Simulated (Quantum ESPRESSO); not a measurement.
This Quantum ESPRESSO 7.5 run on Ba2Zn3 needs a look.

pw.in

```
&CONTROL
  calculation = 'vc-relax'
  prefix = 'pwscf'
  outdir = './tmp'
  pseudo_dir = './pseudo'
  tprnfor = .true.
  tstress = .true.
  disk_io = 'low'
  nstep = 30
  forc_conv_thr = 0.0004
  etot_conv_thr = 1d-05
/
&SYSTEM
  ibrav = 0
  nat = 5
  ntyp = 2
  ecutwfc = 45
  ecutrho = 360
  nbnd = 52
  input_dft = 'rpbe'
  occupations = 'smearing'
  smearing = 'fd'
/
&ELECTRONS
  conv_thr = 1d-09
  electron_maxstep = 80
  mixing_beta = 0.5
/
&IONS
  ion_dynamics = 'bfgs'
/
&CELL
  cell_dynamics = 'bfgs'
  press = 0
  press_conv_thr = 0.3
/
ATOMIC_SPECIES
Ba   137.3270 ba_lda_v1.uspp.F.UPF
Zn    65.3800 zn_lda_v1.uspp.F.UPF
CELL_PARAMETERS angstrom
   4.9115163200    0.0000000000    0.0000000000
   0.0000000000    4.9115163200    0.0000000000
   0.0000000000    0.0000000000    4.9115163200
ATOMIC_POSITIONS crystal
Ba     0.5000000000    0.5000000000    0.5000000000
Ba     0.0000000000    0.0000000000    0.0000000000
Zn     0.5000000000    0.0000000000    0.0000000000
Zn     0.0000000000    0.5000000000    0.0000000000
Zn     0.0000000000    0.0000000000    0.5000000000
K_POINTS automatic
3 3 3 0 0 0
```

Potentials or basis: GBRV 1.5 LDA.

Command:

```bash
$ OMP_NUM_THREADS=1 pw.x -in pw.in > pw.out
```

pw.out:

```text
This program is part of the open-source Quantum ESPRESSO suite
     for quantum simulation of materials; please cite
         "P. Giannozzi et al., J. Phys.:Condens. Matter 21 395502 (2009);
         "P. Giannozzi et al., J. Phys.:Condens. Matter 29 465901 (2017);
         "P. Giannozzi et al., J. Chem. Phys. 152 154105 (2020);
     in publications or presentations arising from this work. More details at

 %%%%%%%%%%%%%%%%%%%%%%%%%%%%%%%%%%%%%%%%%%%%%%%%%%%%%%%%%%%%%%%%%%%%%%%%%%%%%%
     Error in routine  set_occupations (1):
      smearing requires a value for gaussian broadening (degauss)
 %%%%%%%%%%%%%%%%%%%%%%%%%%%%%%%%%%%%%%%%%%%%%%%%%%%%%%%%%%%%%%%%%%%%%%%%%%%%%%

     stopping ...
```

Diagnose the run.

The program refused the input. The input holds a flaw that was put in on purpose: smearing without a width (occupations = smearing; degauss = left out).
